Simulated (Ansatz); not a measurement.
# Si₃N₂H₈: up Jacob's ladder to CCSD(T)

An exercise on one series of results from a longer session: the logs are not shown, and one member is left open.

Method: functionals in def2-TZVPP, the program's frozen cores in correlated methods; program: Ansatz 0.2.0, Gaussian basis.

The runs, in order: LDA (SPW92), PBE-D4, revPBE-D4, BLYP-D4, r2SCAN-D4, B97M-V, PBE0-D4, B3LYP-D4, r2SCANh-D4, r2SCAN0-D4, HSE06-D4, BHLYP-D4, CAM-B3LYP-D4, LC-ωPBE, ωB97X-V, ωB97M-V, B2PLYP, PBE-QIDH; CCSD(T)/def2-SVP; CCSD(T)/def2-TZVPP; MP2/def2-QZVPP; extrapolation to the limit; RPA on PBE.

## Structure used throughout

An earlier PBE0-D4 in a triple-zeta def2 set relaxation fixed the geometry.

SMILES `N[Si]N([SiH3])[SiH3]`, 13 atoms, charge 0, spin multiplicity 1.

Atoms are counted from 1 here; the program's logs count them from 0.

Bond lengths: N1–Si2 1.713 Å, N1–H6 1.008 Å, N1–H7 1.010 Å, Si2–N3 1.755 Å, N3–Si4 1.744 Å, N3–Si5 1.740 Å, Si4–H8 1.488 Å, Si4–H9 1.485 Å, Si4–H10 1.487 Å, Si5–H11 1.489 Å, Si5–H12 1.486 Å, Si5–H13 1.487 Å. Angles: Si2–N1–H6 118.5°, Si2–N1–H7 130.0°, H6–N1–H7 111.4°, N1–Si2–N3 102.0°, Si2–N3–Si4 117.3°, Si2–N3–Si5 125.7°, Si4–N3–Si5 117.0°, N3–Si4–H8 110.6°, N3–Si4–H9 108.1°, N3–Si4–H10 110.9°, H8–Si4–H9 109.7°, H8–Si4–H10 107.9°, H9–Si4–H10 109.6°, N3–Si5–H11 111.1°, N3–Si5–H12 111.5°, N3–Si5–H13 108.8°, H11–Si5–H12 107.8°, H11–Si5–H13 108.6° and more.

Set-up of the first run:

in.yaml

```yaml
crystal:
  periodic: [false, false, false]
  atoms:
    - {symbol: N, position_ang: [-1.322586, 1.647059, -1.303816]}
    - {symbol: Si, position_ang: [-0.748149, 1.644910, 0.310217]}
    - {symbol: N, position_ang: [0.100347, 0.111391, 0.392409]}
    - {symbol: Si, position_ang: [0.952175, -0.252608, 1.870336]}
    - {symbol: Si, position_ang: [0.108899, -1.111780, -0.845473]}
    - {symbol: H, position_ang: [-1.881737, 2.426367, -1.614209]}
    - {symbol: H, position_ang: [-1.141856, 0.999818, -2.057516]}
    - {symbol: H, position_ang: [0.466691, -1.532789, 2.452017]}
    - {symbol: H, position_ang: [0.710285, 0.856194, 2.827410]}
    - {symbol: H, position_ang: [2.412127, -0.387792, 1.622589]}
    - {symbol: H, position_ang: [0.510145, -0.539521, -2.159941]}
    - {symbol: H, position_ang: [-1.232904, -1.729626, -1.009338]}
    - {symbol: H, position_ang: [1.087064, -2.166424, -0.469984]}
basis:
  gaussian: {orbitals: def2-TZVPP}
hamiltonian: {xc: lda}
output: {orbitals: {seedname: orbitals}}
```

Steps of the session up to this table: LDA; PBE-D4 (GGA); revPBE-D4 (GGA); BLYP-D4 (GGA); r2SCAN-D4 (meta-GGA); B97M-V (meta-GGA); PBE0-D4 (hybrid); B3LYP-D4 (hybrid); r2SCANh-D4 (hybrid); r2SCAN0-D4 (hybrid); HSE06-D4 (hybrid); BHLYP-D4 (hybrid); CAM-B3LYP-D4 (range-separated); LC-ωPBE-D4 (range-separated; the results give it without D4); ωB97X-V (range-separated); ωB97M-V (range-separated); B2PLYP (double hybrid); PBE-QIDH (double hybrid).

One of the session's tables, all rows but one given; the rest of the session is left out.

It belongs to the step «Orbital energies across the functionals». 

```
  functional  HOMO (eV)  gap (eV)
 LDA (SPW92)      -5.64      3.72
      PBE-D4      -5.55      3.79
   revPBE-D4      -5.51      3.81
     BLYP-D4      -5.42      3.81
   r2SCAN-D4      -5.74      4.08
      B97M-V      -5.89      4.20
     PBE0-D4      -6.61      5.65
    B3LYP-D4      -6.43      5.30
  r2SCANh-D4      -6.14      4.79
  r2SCAN0-D4      -6.73      5.84
    HSE06-D4      -6.21      4.88
    BHLYP-D4      -7.57      7.53
CAM-B3LYP-D4      -7.89      8.03
     LC-ωPBE          ?         ?
     ωB97X-V      -8.88      9.96
     ωB97M-V      -8.75      9.69
```

**Question.** Estimate the row for LC-ωPBE.

As computed: HOMO (eV): -9.18; gap (eV): 10.35. In the column «HOMO (eV)» it is the lowest.
